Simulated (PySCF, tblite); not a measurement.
# C₃H₇FO₃Si₂: geometry, infrared bands and NMR shifts

What infrared bands and NMR shifts should C₃H₇FO₃Si₂ (`O=C(O)[C@@H]1[Si@@H](O)C[Si@@H]1F`) show?

The runs use tblite 0.8.0 and PySCF 2.14.0, with density-fitted response routines of our own; the level of theory stands in each step. All values are computed, except where a source is named. Atoms are numbered from 0 throughout.

### Step 1. The molecule as given

16 atoms, charge 0, multiplicity 1; geometry from: force field or distance geometry start.

Bonds of the start (Å): O0–C1 1.26, C1–O2 1.42, C1–C3 1.46, C3–Si4 1.87, Si4–O5 1.71, Si4–C6 1.87, C6–Si7 1.86, Si7–F8 1.67, Si7–C3 1.84, O2–H9 1.00, C3–H10 1.12, Si4–H11 1.47, O5–H12 1.00, C6–H13 1.09, C6–H14 1.11, Si7–H15 1.48.

### Step 2. Relaxing the molecule with GFN2-xTB

What the job is given:

```
{"job": {"kind": "relax", "xc": "GFN2-xTB", "basis": "xTB"}, "charge": 0, "multiplicity": 1}
O      2.628200    -0.666200    -1.307800
C      1.676700    -0.525400    -0.487500
O      2.037500    -0.522100     0.890900
C      0.264200    -0.378900    -0.830600
Si    -0.396800     1.238500    -0.169300
O     -1.594500     1.849000    -1.219300
C     -1.025400     0.273100     1.301400
Si    -0.988000    -1.234400     0.212600
F     -0.562500    -2.684000     0.924200
H      2.984600    -0.614400     1.198100
H      0.031800    -0.489900    -1.918900
H      0.672100     2.189100     0.162400
H     -1.102600     2.241100    -1.996500
H     -2.052000     0.511000     1.596300
H     -0.300300     0.186700     2.137200
H     -2.280600    -1.364300    -0.504700
```

Command:

```console
$ OMP_NUM_THREADS=1 python probes_run.py task.json out
```

The driver reads the jobs from task.json and runs them one after another.

**Question.** This job is followed by: GFN2-xTB harmonic vibrations, gas phase; GIAO PBE0/pcSseg-1 NMR shielding, non-relativistic, gas phase. Predict these results of the whole session: strongest single infrared mode (GFN2-xTB); zero-point energy (GFN2-xTB); ¹³C shifts against TMS (PBE0/pcSseg-1); ¹H shifts against TMS (PBE0/pcSseg-1); ¹⁷O shifts against H2O (PBE0/pcSseg-1); ²⁹Si shifts against TMS (PBE0/pcSseg-1); ¹⁹F shifts against CFCl3 (PBE0/pcSseg-1).

As calculated:

| quantity | value |
| --- | --- |
| strongest single infrared mode (GFN2-xTB) | 1773 cm⁻¹, 724 km/mol |
| zero-point energy (GFN2-xTB) | 62.9 kcal/mol |
| ¹³C shifts against TMS (PBE0/pcSseg-1) | 172.9, 42.3, 16.0 ppm |
| ¹H shifts against TMS (PBE0/pcSseg-1) | 5.79, 5.78, 5.65, 2.34, 1.71, 1.32, 1.04 ppm |
| ¹⁷O shifts against H2O (PBE0/pcSseg-1) | 437.0, 213.2, 44.2 ppm |
| ²⁹Si shifts against TMS (PBE0/pcSseg-1) | 11.8, -15.9 ppm |
| ¹⁹F shifts against CFCl3 (PBE0/pcSseg-1) | -183.3 ppm |

**Reading.** The optimisation took 86 steps and gained 1.176 eV; among the close pairs (by a distance rule), C3–Si7 changed most, from 1.841 to 1.926 Å. No mode is imaginary among the 42: a minimum at this level. The strongest single mode, at 1773 cm⁻¹, moves mainly C1 and O0. Unscaled tight-binding wavenumbers are off by several per cent, some by more. Its intensities can rank the bands wrongly. C1 (carboxylic acid carbon) lies farthest downfield among carbon, at 172.9 ppm; it is a carbonyl in resonance with an O or N lone pair, the region of acids, esters and amides. At PBE0/pcSseg-1: Shielding is most anisotropic at O0 (span 545 ppm, paramagnetic term -500 ppm).
